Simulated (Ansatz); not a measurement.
# H6NPSSi: the cost of one run

Program: Ansatz 0.2.0, Gaussian basis. Level of theory: r2SCAN/def2-SVP with D3(BJ) with three-body dispersion. These are calculated values, not measurements.

## (1) The geometry

The geometry comes from an earlier relaxation with PBE0-D4 in a triple-zeta def2 set; it is a stationary point, not always the lowest conformer.

SMILES `NPS[SiH3]`, 10 atoms, charge 0, spin multiplicity 1.

Atoms are counted from 1 here; the program's logs count them from 0.

Bond lengths: N1–P2 1.685 Å, N1–H5 1.008 Å, N1–H6 1.010 Å, P2–S3 2.152 Å, P2–H7 1.416 Å, S3–Si4 2.132 Å, Si4–H8 1.484 Å, Si4–H9 1.485 Å, Si4–H10 1.487 Å. Angles: P2–N1–H5 114.8°, P2–N1–H6 119.9°, H5–N1–H6 111.6°, N1–P2–S3 107.9°, N1–P2–H7 96.9°, S3–P2–H7 92.4°, P2–S3–Si4 95.7°, S3–Si4–H8 111.4°, S3–Si4–H9 106.9°, S3–Si4–H10 110.6°, H8–Si4–H9 109.9°, H8–Si4–H10 108.7°, H9–Si4–H10 109.4°.

As a file:

```mol
H6NPSSi
  3D, bonds by distance, orders not assigned

 10  9  0  0  0  0  0  0  0  0999 V2000
   -0.1943    2.0188   -0.8521 N   0  0
    0.4644    0.5073   -1.1999 P   0  0
    1.2556   -0.3059    0.6284 S   0  0
   -0.3052   -1.7294    0.9197 Si  0  0
   -1.1802    2.0115   -0.6401 H   0  0
    0.3080    2.6625   -0.2581 H   0  0
    1.7372    0.9677   -1.6166 H   0  0
   -0.2907   -2.7730   -0.1356 H   0  0
   -0.0788   -2.3517    2.2485 H   0  0
   -1.6328   -1.0591    0.9086 H   0  0
  1  2  8  0
  2  3  8  0
  3  4  8  0
  1  5  8  0
  1  6  8  0
  2  7  8  0
  4  8  8  0
  4  9  8  0
  4 10  8  0
M  END
```

## (2) Dynamics

The input, in.yaml:

```yaml
crystal:
  periodic: [false, false, false]
  atoms:
    - {symbol: N, position_ang: [-0.194347, 2.018762, -0.852069]}
    - {symbol: P, position_ang: [0.464448, 0.507272, -1.199862]}
    - {symbol: S, position_ang: [1.255625, -0.305860, 0.628416]}
    - {symbol: Si, position_ang: [-0.305183, -1.729372, 0.919662]}
    - {symbol: H, position_ang: [-1.180247, 2.011493, -0.640123]}
    - {symbol: H, position_ang: [0.308005, 2.662541, -0.258097]}
    - {symbol: H, position_ang: [1.737234, 0.967691, -1.616608]}
    - {symbol: H, position_ang: [-0.290724, -2.772998, -0.135614]}
    - {symbol: H, position_ang: [-0.078847, -2.351678, 2.248466]}
    - {symbol: H, position_ang: [-1.632763, -1.059050, 0.908629]}
basis:
  gaussian: {orbitals: def2-SVP}
magnetization: {spin_polarized: true, initial_magnetization: 0}
hamiltonian: {xc: {name: r2SCAN}, dispersion: d3bjatm}
md: {timestep: 1 fs, n_steps: 50, ensemble: nvt_nose_hoover, temperature: 1500, initial_velocities: maxwell_boltzmann, seed: 880}
```

The run is started by

```bash
$ ansatz run in.yaml --threads 2 --pin off --events-out ev --progress --plain --max-ram 4352MiB
```

Q: Estimate wall time and peak memory on 2 threads of Intel Xeon Platinum 8375C at 2.90GHz, shared host.

About 3.7 min, with a peak of 0.26 GiB.
